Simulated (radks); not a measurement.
# Pt²⁻ held by a Watson sphere

Aim: the size and levels of Pt²⁻ inside a shell of charge +2 and radius R, which stands for the Madelung well of a crystal, for several R.

Method: scalar-relativistic Kohn-Sham, PBE, spin-unpolarised, spherical densities, finite nucleus. Code: radks (a radial shooting solver on a logarithmic mesh, Libxc functionals) version 1.

## 1. What is computed

* element: platinum (Z = 78)
* charge: -2
* electrons: 80
* configuration: [Hg]
* nuclear rms radius: 5.427 fm

Outer shells as boxes (Hund's rule):

Pt²⁻
```
[Xe] core
4f [↑↓][↑↓][↑↓][↑↓][↑↓][↑↓][↑↓]
5d [↑↓][↑↓][↑↓][↑↓][↑↓]
6s [↑↓]
```

## 2. R = 2.81 bohr

Input:

```text
Z 78
configuration [Hg]
relativity scalar-relativistic
functional pbe,pbe
spin unpolarised
nucleus finite rms 5.427 fm
c 137.035999084
watson charge 2 radius 2.81 bohr
response adiabatic LDA kernel
```

## 3. R = 3.09 bohr

Changes since step 2:

```diff
@@ -7,3 +7,3 @@
 c 137.035999084
-watson charge 2 radius 2.81 bohr
+watson charge 2 radius 3.09 bohr
 response adiabatic LDA kernel
```

## 4. R = 3.29 bohr

Changes since step 3:

```diff
@@ -7,3 +7,3 @@
 c 137.035999084
-watson charge 2 radius 3.09 bohr
+watson charge 2 radius 3.29 bohr
 response adiabatic LDA kernel
```

## 5. R = 3.9 bohr

Changes since step 4:

```diff
@@ -7,3 +7,3 @@
 c 137.035999084
-watson charge 2 radius 3.29 bohr
+watson charge 2 radius 3.9 bohr
 response adiabatic LDA kernel
```

## 6. R = 3.93 bohr

Changes since step 5:

```diff
@@ -7,3 +7,3 @@
 c 137.035999084
-watson charge 2 radius 3.9 bohr
+watson charge 2 radius 3.93 bohr
 response adiabatic LDA kernel
```

## 7. R = 4.04 bohr

Changes since step 6:

```diff
@@ -7,3 +7,3 @@
 c 137.035999084
-watson charge 2 radius 3.93 bohr
+watson charge 2 radius 4.04 bohr
 response adiabatic LDA kernel
```

## 8. R = 4.22 bohr

Changes since step 7:

```diff
@@ -7,3 +7,3 @@
 c 137.035999084
-watson charge 2 radius 4.04 bohr
+watson charge 2 radius 4.22 bohr
 response adiabatic LDA kernel
```

## 9. R = 4.54 bohr

Changes since step 8:

```diff
@@ -7,3 +7,3 @@
 c 137.035999084
-watson charge 2 radius 4.22 bohr
+watson charge 2 radius 4.54 bohr
 response adiabatic LDA kernel
```

## 10. R = 5.36 bohr

Changes since step 9:

```diff
@@ -7,3 +7,3 @@
 c 137.035999084
-watson charge 2 radius 4.54 bohr
+watson charge 2 radius 5.36 bohr
 response adiabatic LDA kernel
```

Before running it: what results should come out? Wanted: for each run, R; highest level; its <r>; sum of <r²>; α.

**Answer**, as computed:

| R (bohr) | highest level (eV) | its <r> (bohr) | sum of <r²> (bohr²) | α (bohr³) |
| --- | --- | --- | --- | --- |
| 2.81 | -5.839 | 1.814 | 80.12 | 53.19 |
| 3.09 | -5.289 | 1.838 | 82.84 | 60.76 |
| 3.29 | -4.925 | 1.853 | 84.74 | 66.91 |
| 3.9 | -3.954 | 1.889 | 90.41 | 89.80 |
| 3.93 | -3.912 | 1.890 | 90.69 | 91.10 |
| 4.04 | -3.758 | 1.896 | 91.69 | 96.05 |
| 4.22 | -3.519 | 1.904 | 93.32 | 104.7 |
| 4.54 | -3.130 | 1.917 | 96.21 | 122.1 |
| 5.36 | -2.311 | 1.944 | 103.7 | 181.7 |

**Reading.** From R = 2.81 to 5.36 bohr the top level moves from -5.839 to -2.311 eV and its mean radius from 1.81 to 1.94 bohr. A wider sphere makes a shallower well, so the ion swells. The polarisability goes from 53.2 to 182 bohr³. Response by self-consistent Sternheimer equations with the Hartree and adiabatic LDA kernel, the relativistic mass of each level held fixed and spin-orbit coupling left out. The sphere does not respond.
